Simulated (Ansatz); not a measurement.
# C₃H₈Mg: one species, many methods

Aim: compute C₃H₈Mg with functionals from several rungs and with coupled cluster, and see how far each lands from CCSD(T) at the basis-set limit for the atomisation energy.

Method: functionals in def2-TZVPP, the program's frozen cores in correlated methods; program: Ansatz 0.2.0, Gaussian basis.

Plan: LDA (SPW92), PBE-D4, revPBE-D4, BLYP-D4, r2SCAN-D4, B97M-V, PBE0-D4, B3LYP-D4, r2SCANh-D4, r2SCAN0-D4, HSE06-D4, BHLYP-D4, CAM-B3LYP-D4, LC-ωPBE, ωB97X-V, ωB97M-V, B2PLYP, PBE-QIDH; CCSD(T)/def2-SVP; CCSD(T)/def2-TZVPP; MP2/def2-QZVPP; extrapolation to the limit; RPA on PBE.

## Step 1: The geometry

All runs share one geometry, relaxed beforehand with PBE0-D4 in a triple-zeta def2 set.

SMILES `C[CH](C)[MgH]`, 12 atoms, charge 0, spin multiplicity 1.

Atoms are counted from 1 here; the program's logs count them from 0.

Bond lengths: C1–C2 1.528 Å, C1–H5 1.095 Å, C1–H6 1.096 Å, C1–H7 1.101 Å, C2–C3 1.528 Å, C2–Mg4 2.115 Å, C2–H8 1.100 Å, C3–H9 1.101 Å, C3–H10 1.096 Å, C3–H11 1.095 Å, Mg4–H12 1.712 Å. Angles: C2–C1–H5 112.7°, C2–C1–H6 112.0°, C2–C1–H7 111.7°, H5–C1–H6 107.0°, H5–C1–H7 106.8°, H6–C1–H7 106.2°, C1–C2–C3 110.3°, C1–C2–Mg4 112.8°, C1–C2–H8 107.4°, C3–C2–Mg4 112.8°, C3–C2–H8 107.4°, Mg4–C2–H8 105.8°, C2–C3–H9 111.7°, C2–C3–H10 112.0°, C2–C3–H11 112.7°, H9–C3–H10 106.2°, H9–C3–H11 106.8°, H10–C3–H11 107.0° and more.

## Step 2: LDA

This LDA is Slater exchange with PW92 correlation.

Input file in.yaml:

```yaml
crystal:
  periodic: [false, false, false]
  atoms:
    - {symbol: C, position_ang: [-0.688308, 0.928888, -0.774531]}
    - {symbol: C, position_ang: [0.235973, -0.193834, -0.306282]}
    - {symbol: C, position_ang: [1.032498, 0.252332, 0.918687]}
    - {symbol: Mg, position_ang: [-0.783177, -2.021310, -0.000003]}
    - {symbol: H, position_ang: [-1.211750, 0.685615, -1.704859]}
    - {symbol: H, position_ang: [-1.454932, 1.167724, -0.028166]}
    - {symbol: H, position_ang: [-0.134587, 1.862816, -0.954950]}
    - {symbol: H, position_ang: [0.956548, -0.385012, -1.114980]}
    - {symbol: H, position_ang: [1.577847, 1.189522, 0.729878]}
    - {symbol: H, position_ang: [0.384683, 0.444589, 1.781928]}
    - {symbol: H, position_ang: [1.774501, -0.488538, 1.233697]}
    - {symbol: H, position_ang: [-1.612497, -3.497894, 0.253582]}
basis:
  gaussian: {orbitals: def2-TZVPP}
hamiltonian: {xc: lda}
output: {orbitals: {seedname: orbitals}}
```

On the command line:

```
> ansatz run in.yaml --threads 4 --pin off --events-out ev --progress --plain --max-ram 10444MiB
```

After this run come: PBE-D4 (GGA); revPBE-D4 (GGA); BLYP-D4 (GGA); r2SCAN-D4 (meta-GGA); B97M-V (meta-GGA); PBE0-D4 (hybrid); B3LYP-D4 (hybrid); r2SCANh-D4 (hybrid); r2SCAN0-D4 (hybrid); HSE06-D4 (hybrid); BHLYP-D4 (hybrid); CAM-B3LYP-D4 (range-separated); LC-ωPBE (range-separated); ωB97X-V (range-separated); ωB97M-V (range-separated); B2PLYP (double hybrid); PBE-QIDH (double hybrid); CCSD(T) in def2-SVP; CCSD(T) in def2-TZVPP; MP2 in def2-QZVPP; RPA on PBE orbitals.

Q: Predict the results of all the runs planned. Wanted: atomisation energy, CCSD(T)/CBS; farthest beyond LDA; mean size of error, GGA; mean size of error, meta-GGA; mean size of error, hybrid; mean size of error, range-separated; mean size of error, double hybrid; gap, smallest and largest; T1 diagnostic.

The runs gave:

| quantity | value |
| --- | --- |
| atomisation energy, CCSD(T)/CBS | 42.912 eV |
| functionals within 0.215 eV (0.5 %) | r2SCAN-D4, B97M-V, PBE0-D4, B3LYP-D4, r2SCANh-D4, HSE06-D4, CAM-B3LYP-D4, LC-ωPBE, ωB97X-V, ωB97M-V |
| farthest beyond LDA | BHLYP-D4 (-0.940 eV) |
| mean size of error, GGA | 0.374 eV |
| mean size of error, meta-GGA | 0.106 eV |
| mean size of error, hybrid | 0.249 eV |
| mean size of error, range-separated | 0.081 eV |
| mean size of error, double hybrid | 0.386 eV |
| gap, smallest and largest | 3.85 eV (LDA (SPW92)), 10.04 eV (LC-ωPBE) |
| T1 diagnostic | 0.0087 |
| triples share of the correlation energy | 3.1 % |

**Reading.** LDA overbinds by 5.268 eV (12 %). PBE-D4 misses by +0.463 eV. Double hybrids carry the basis error of their MP2 part in triple zeta, and no dispersion term here, so their miss is partly the set-up's. The rungs range-separated, meta-GGA miss on average by less than the doubt on the reference (0.215 eV), so they tie. Misses under about 0.215 eV are within the doubt on the reference itself, which lacks core-valence correlation, relativity and higher excitations. Hartree-Fock recovers 75 % of the binding; the rest is correlation. CCSD(T) in def2-SVP is off by -1.833 eV, so the small basis spoils what the method gains. Orbital gaps span 3.9 to 10.0 eV; exact exchange widens them. Correlated methods include outer-core shells of Mg, which these sets cover unevenly.
